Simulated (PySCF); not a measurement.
**Al: the SCF solver's settings**

Do solver options change the result for Al, or only the number of cycles?

Computed with PySCF 2.14.0. Level: method and basis as typed in the scripts.

### Step 1. The atom

Al: 1 atom, charge 0, spin multiplicity 2.

### Step 2. Base script

File input.py:

```python
from pyscf import gto, scf

mol = gto.M(
    atom='Al 0 0 0',
    basis='cc-pcvtz',
    charge=0,
    spin=1,
    verbose=4,
)
mf = scf.UHF(mol)
mf.kernel()
mf.dip_moment()
print('orbital energies (hartree):', [e[max(0, n-3):n+3].round(4) for e, n in zip(mf.mo_energy, mol.nelec)])
```

On the command line:

```bash
> python input.py
```

Its log is not repeated here.

It gives: E(SCF) = -241.879095 Eh, 9 cycles, ⟨S²⟩ = 0.770.

### Step 3. Initial guess sap

Run 1 changes initial guess: minao → sap.

File input.py:

```python
from pyscf import gto, scf

mol = gto.M(
    atom='Al 0 0 0',
    basis='cc-pcvtz',
    charge=0,
    spin=1,
    verbose=4,
)
mf = scf.UHF(mol)
mf.init_guess = 'sap'
mf.kernel()
mf.dip_moment()
print('orbital energies (hartree):', [e[max(0, n-3):n+3].round(4) for e, n in zip(mf.mo_energy, mol.nelec)])
```

On the command line:

```bash
> python input.py
```

### Step 4. Point-group symmetry on

Run 2 changes point-group symmetry: off → on.

input.py: that of step 2 with these lines changed.

```diff
@@ -7,2 +7,3 @@
     spin=1,
+    symmetry=True,
     verbose=4,
```

### Step 5. Convergence threshold 1e-11 hartree

Run 3 changes convergence threshold: default → 1e-11 hartree.

input.py: that of step 2 with these lines changed.

```diff
@@ -10,2 +10,3 @@
 mf = scf.UHF(mol)
+mf.conv_tol = 1e-11
 mf.kernel()
```

### Step 6. Level shift 0.3 hartree

Run 4 changes level shift: none → 0.3 hartree.

input.py: that of step 2 with these lines changed.

```diff
@@ -10,2 +10,3 @@
 mf = scf.UHF(mol)
+mf.level_shift = 0.3
 mf.kernel()
```

**Question.** What will these runs give? Wanted: for each run, E(SCF); from base; gap, α spin.

As calculated:

| run | E(SCF) (hartree) | from base (eV) | cycles | gap, α spin (eV) |
| --- | --- | --- | --- | --- |
| base | -241.879095 | 0 | 9 | 6.60 |
| initial guess sap | -241.879095 | 0.0000 | 9 | 6.60 |
| point-group symmetry on | -241.875141 | +0.1076 | 8 | 6.27 |
| convergence threshold 1e-11 hartree | -241.879095 | 0.0000 | 10 | 6.60 |
| level shift 0.3 hartree | -241.879095 | 0.0000 | 12 | 6.60 |

Distance from each run's final energy (log10 hartree) by cycle:

| run | cycle 1 | cycle 2 | cycle 3 | cycle 5 | cycle 8 | cycle 12 |
| --- | --- | --- | --- | --- | --- | --- |
| base | -1.9 | -2.6 | -3.1 | -5.7 | -10.0 | done |
| initial guess sap | -2.0 | -2.9 | -3.4 | -5.9 | -10.7 | done |
| point-group symmetry on | -2.1 | -2.9 | -3.4 | -5.8 | < -11 | done |
| convergence threshold 1e-11 hartree | -1.9 | -2.6 | -3.1 | -5.7 | -10.0 | done |
| level shift 0.3 hartree | -2.1 | -2.4 | -2.8 | -4.2 | -6.4 | -9.9 |

In words: No change of the SCF energy comes from initial guess sap or convergence threshold 1e-11 hartree or level shift 0.3 hartree. With point-group symmetry on the SCF ends in another solution, 0.11 eV higher: the path to self-consistency decides the state here. The base needs 9 cycles and the run with level shift 0.3 hartree needs 12.
